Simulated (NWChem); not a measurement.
# One shape, several levels: CH5ClSeSi (SMILES C[Se][SiH2]Cl)

We compute a comparison of 4 runs (HF/STO-3G, HF/3-21G, B3LYP/6-31G*) of CH5ClSeSi. 

Program for the calculation: NWChem 7.3.0.

### Step 1. The molecule

The species is CH5ClSeSi (9 atoms), meant as a singlet with charge 0. SMILES: `C[Se][SiH2]Cl`. Geometry: relaxed at PBE0-D4/def2-TZVP. This is one conformer, not always the lowest.

Bond lengths: C1–Se2 1.958 Å, Se2–Si3 2.249 Å, Si3–Cl4 2.061 Å, C1–H5 1.088 Å, C1–H6 1.088 Å, C1–H7 1.088 Å, Si3–H8 1.480 Å, Si3–H9 1.482 Å. Some angles: C1–Se2–Si3 96.6°, Se2–Si3–Cl4 112.4°, Se2–C1–H5 106.2°, Se2–C1–H6 110.2°, Se2–C1–H7 109.9°, Se2–Si3–H8 107.0°, Se2–Si3–H9 111.0°, Cl4–Si3–H8 108.8°, Cl4–Si3–H9 105.7°, H5–C1–H6 109.7°.

### Step 2. Energy and forces at HF/STO-3G (run 1)

Contents of mymol.nw:

```
echo
start mymol
title "CH5ClSeSi hf"
memory total 2200 mb

geometry noautosym nocenter noautoz
C     0.022100    1.268700   -0.976200
Se    1.457500    0.211900   -0.164800
Si    0.127000   -1.162300    1.018400
Cl   -1.058000   -2.340200   -0.187600
H     0.509400    2.017200   -1.598100
H    -0.566800    1.759400   -0.204100
H    -0.604800    0.629300   -1.593700
H     1.011300   -2.037900    1.818600
H    -0.809200   -0.392400    1.870500
end

basis spherical bse
C library STO-3G
Se library STO-3G
Si library STO-3G
Cl library STO-3G
H library STO-3G
end

scf
thresh 1e-08
maxiter 80
print medium
end

task scf gradient
```

Launch:

```console
$ nwchem mymol.nw > mymol.out
```

What it wrote:

```text
[...]
  functions       =    46
[...]
  wavefunction    = RHF
[...]
         Total SCF energy =  -3154.147930662102
      One-electron energy =  -5238.131515185388
      Two-electron energy =   1667.504009038210
 Nuclear repulsion energy =    416.479575485076
        Time for solution =      3.8s
[...]
                         RHF ENERGY GRADIENTS
    atom               coordinates                        gradient
                 x          y          z           x          y          z
   1 C       0.041763   2.397495  -1.844751   -0.017424   0.005395  -0.004008
   2 Se      2.754276   0.400433  -0.311427    0.010800  -0.004770   0.004325
   3 Si      0.239995  -2.196429   1.924497   -0.012950  -0.007564  -0.042989
   4 Cl     -1.999330  -4.422337  -0.354513    0.008683   0.009749   0.009369
   5 H       0.962626   3.811955  -3.019971    0.006675   0.000944  -0.000947
   6 H      -1.071097   3.324784  -0.385693    0.001045   0.000194   0.004522
   7 H      -1.142906   1.189205  -3.011656    0.001224  -0.004426  -0.000983
   8 H       1.911080  -3.851073   3.436656    0.020569  -0.015477   0.014620
   9 H      -1.529166  -0.741528   3.534732   -0.018621   0.015954   0.016090
[...]
```

It took 6.6 s on 1 thread of Intel Xeon Platinum 8559C (Emerald Rapids), shared host; peak memory 0.1 GiB.

### Step 3. Energy and gradient at HF/3-21G (run 2)

Contents of run.py:

```python
from ase import Atoms
from ase.calculators.nwchem import NWChem

system = Atoms('CSeSiClHHHHH', positions=[
    [0.022100, 1.268700, -0.976200],
    [1.457500, 0.211900, -0.164800],
    [0.127000, -1.162300, 1.018400],
    [-1.058000, -2.340200, -0.187600],
    [0.509400, 2.017200, -1.598100],
    [-0.566800, 1.759400, -0.204100],
    [-0.604800, 0.629300, -1.593700],
    [1.011300, -2.037900, 1.818600],
    [-0.809200, -0.392400, 1.870500],
])

calc = NWChem(
    label='mol',
    theory='scf',
    memory='2200 mb',
    basis='3-21G',
    basispar='spherical bse',
    scf={'nopen': '0', 'rhf': None, 'thresh': '1e-08', 'maxiter': '80'},
)
system.calc = calc

forces = system.get_forces()
e = system.get_potential_energy()
print(f"E = {e:.6f} eV")
print("forces (eV/A):")
for s, f in zip(system.symbols, forces):
    print(f"{s:2s} {f[0]:10.5f} {f[1]:10.5f} {f[2]:10.5f}")
print("dipole (e A):", system.get_dipole_moment().round(4))
```

Launch:

```console
$ export ASE_NWCHEM_COMMAND="nwchem PREFIX.nwi > PREFIX.nwo"
$ python run.py
```

What it wrote:

```text
E = -86362.874269 eV
forces (eV/A):
C    -0.46105    0.50507   -0.40351
Se    1.18502    0.49422   -0.41662
Si    0.63187    0.46259    2.20997
Cl   -1.35338   -1.38978   -1.33954
H    -0.26513   -0.20605    0.17283
H     0.14290   -0.12202   -0.29912
H     0.16157    0.27963    0.17154
H    -0.11627    0.02751   -0.05260
H     0.07446   -0.05111   -0.04289
dipole (e A): [0.0188 0.4399 0.2312]
```

The calculator wrote mol.nwi:

```
title "mol"

permanent_dir mol

scratch_dir mol

start mol

geometry units angstrom nocenter noautosym noautoz
  C  2.2100000000000002e-02 1.2686999999999999e+00 -9.7619999999999996e-01
  Se 1.4575000000000000e+00 2.1190000000000001e-01 -1.6480000000000000e-01
  Si 1.2700000000000000e-01 -1.1623000000000001e+00 1.0184000000000000e+00
  Cl -1.0580000000000001e+00 -2.3401999999999998e+00 -1.8759999999999999e-01
  H  5.0939999999999996e-01 2.0171999999999999e+00 -1.5981000000000001e+00
  H  -5.6679999999999997e-01 1.7594000000000001e+00 -2.0410000000000000e-01
  H  -6.0480000000000000e-01 6.2929999999999997e-01 -1.5936999999999999e+00
  H  1.0113000000000001e+00 -2.0379000000000000e+00 1.8186000000000000e+00
  H  -8.0920000000000003e-01 -3.9240000000000003e-01 1.8705000000000001e+00
end

memory 2200 mb

basis spherical bse noprint
   * library 3-21G
end

scf
  nopen 0
  rhf
  thresh 1e-08
  maxiter 80
end

task scf gradient
```

mol.nwo (excerpt; [...] marks lines left out):

```text
[...]
      One-electron energy =  -5247.428672749633
[... 1 line left out ...]
 Nuclear repulsion energy =    416.479575485076
[... 56 lines left out ...]
                       ROHF Final Molecular Orbital Analysis
[... 225 lines left out ...]
     1   1 0 0      0.035456      0.000000     62.397807
[...]
  wavefunction    =   RHF
                         RHF ENERGY GRADIENTS
    atom               coordinates                        gradient
                 x          y          z           x          y          z
   1 C       0.041763   2.397495  -1.844751    0.008966  -0.009822   0.007847
   2 Se      2.754276   0.400433  -0.311427   -0.023045  -0.009611   0.008102
   3 Si      0.239995  -2.196429   1.924497   -0.012288  -0.008996  -0.042977
[... 5 lines of this table left out ...]
   9 H      -1.529166  -0.741528   3.534732   -0.001448   0.000994   0.000834
[...]
```

It took 8.1 s on 1 thread of Intel Xeon Platinum 8559C (Emerald Rapids), shared host; peak memory 0.1 GiB.

Run 3 isn't shown in full; the table further down has it.

### Step 4. Energy and gradient at B3LYP/6-31G(d) (Cartesian functions) (run 4)

Contents of sp.nw:

```
start sp
title "CH5ClSeSi B3LYP"
memory 2200 mb
charge 0
geometry units angstroms noautosym nocenter noautoz
  C        0.022100       1.268700      -0.976200
  Se       1.457500       0.211900      -0.164800
  Si       0.127000      -1.162300       1.018400
  Cl      -1.058000      -2.340200      -0.187600
  H        0.509400       2.017200      -1.598100
  H       -0.566800       1.759400      -0.204100
  H       -0.604800       0.629300      -1.593700
  H        1.011300      -2.037900       1.818600
  H       -0.809200      -0.392400       1.870500
end
basis
  * library 6-31G*
end
dft
  xc b3lyp
  grid fine
  convergence energy 1e-08
  iterations 100
  mulliken
end
task dft gradient
```

Launch:

```console
$ nwchem sp.nw > sp.out
```

What it wrote:

```text
[...]
          Wavefunction type:  closed shell.
          No. of atoms     :     9
          No. of electrons :    76
[...]
          Charge           :     0
          Spin multiplicity:     1
[...]
          AO basis - number of functions:    98
[...]
              XC Information
              --------------
                         B3LYP Method XC Potential
                     Hartree-Fock (Exact) Exchange  0.200
                        Slater Exchange Functional  0.800 local
                    Becke 1988 Exchange Functional  0.720 non-local
              Lee-Yang-Parr Correlation Functional  0.810
                  VWN I RPA Correlation Functional  0.190 local
[...]
 d= 0,ls=0.0,diis     1  -3192.1125092976 -3.61D+03  1.20D-02  1.65D+00     3.9
[...]
 d= 0,ls=0.0,diis    10  -3192.1721422056 -1.62D-09  2.27D-07  5.60D-10    28.9
         Total DFT energy =    -3192.172142205618
      One electron energy =    -5264.524839081197
           Coulomb energy =     1799.551526917502
    Exchange-Corr. energy =     -143.678405526999
 Nuclear repulsion energy =      416.479575485076
[...]
      Total Density - Mulliken Population Analysis
     ---------------------------------------------
    Atom       Charge   Shell Charges
 -----------   ------   -------------------------------------------------------
    1 C    6     6.56   1.99  0.68  2.08  0.70  1.08  0.03
    2 Se  34    34.11   2.00  1.99  6.00  1.93  5.98  1.56  3.21  0.35  0.95  6.99  2.96  0.20
    3 Si  14    13.59   2.00  1.99  5.96  1.07  1.86  0.21  0.31  0.19
    4 Cl  17    17.25   2.00  1.99  5.97  1.45  3.65  0.56  1.65 -0.03
    5 H    1     0.81   0.52  0.29
    6 H    1     0.81   0.52  0.29
    7 H    1     0.80   0.52  0.28
    8 H    1     1.04   0.51  0.53
    9 H    1     1.04   0.51  0.53
[...]
  wavefunction    = closed shell
                         DFT ENERGY GRADIENTS
    atom               coordinates                        gradient
                 x          y          z           x          y          z
   1 C       0.041763   2.397495  -1.844751    0.004579  -0.003985   0.003076
   2 Se      2.754276   0.400433  -0.311427   -0.012072   0.000839  -0.000978
   3 Si      0.239995  -2.196429   1.924497   -0.002052  -0.000990  -0.007778
   4 Cl     -1.999330  -4.422337  -0.354513    0.006351   0.006686   0.005189
   5 H       0.962626   3.811955  -3.019971   -0.000164  -0.001579   0.001252
   6 H      -1.071097   3.324784  -0.385693    0.001589  -0.001443  -0.000689
   7 H      -1.142906   1.189205  -3.011656    0.001494   0.000192   0.001421
   8 H       1.911080  -3.851073   3.436656   -0.000006   0.000276  -0.000689
   9 H      -1.529166  -0.741528   3.534732    0.000280   0.000004  -0.000805
[...]
```

It took 48 s on 1 thread of Intel Xeon Platinum 8559C (Emerald Rapids), shared host; peak memory 0.13 GiB.

### Step 5. Overview of the runs

```tsv
run	level	iteration cap	module	energy (Eh)	dipole moment (D)	HOMO energy (eV)	LUMO energy (eV)	wall time
1	HF/STO-3G	80	scf	-3154.147931	2.33	-7.37	8.06	6.6 s
2	HF/3-21G	80	scf	-3173.777116	2.39	-9.60	3.07	8.1 s
3	B3LYP/6-31G* (spherical functions)	100	dft	-3192.159078	–	–	–	47 s
4	B3LYP/6-31G* (Cartesian functions)	100	dft	-3192.172142	1.70	-6.60	-0.41	48 s
```

### Step 6. Results

| quantity | value |
| --- | --- |
| run 4: total energy | -3192.17214 Eh |
| run 4: dipole moment | 1.70 D |
| run 4: HOMO energy | -6.60 eV |
| run 4: LUMO energy | -0.41 eV |
| run 4: HOMO–LUMO gap | 6.19 eV |
| run 4: largest force on an atom | 0.624 eV/Å |

What this shows: Over runs 1, 2, 4 the dipole moment (its size) runs from 1.70 D (B3LYP/6-31G*) to 2.39 D (HF/3-21G). The two ends differ in method and basis. Over runs 1, 2, 4 the HOMO–LUMO gap runs from 6.19 eV (B3LYP/6-31G*) to 15.44 eV (HF/STO-3G). In run 1 the basis is minimal, so the values are rough. All runs together took 1.8 min, the longest 48 s.
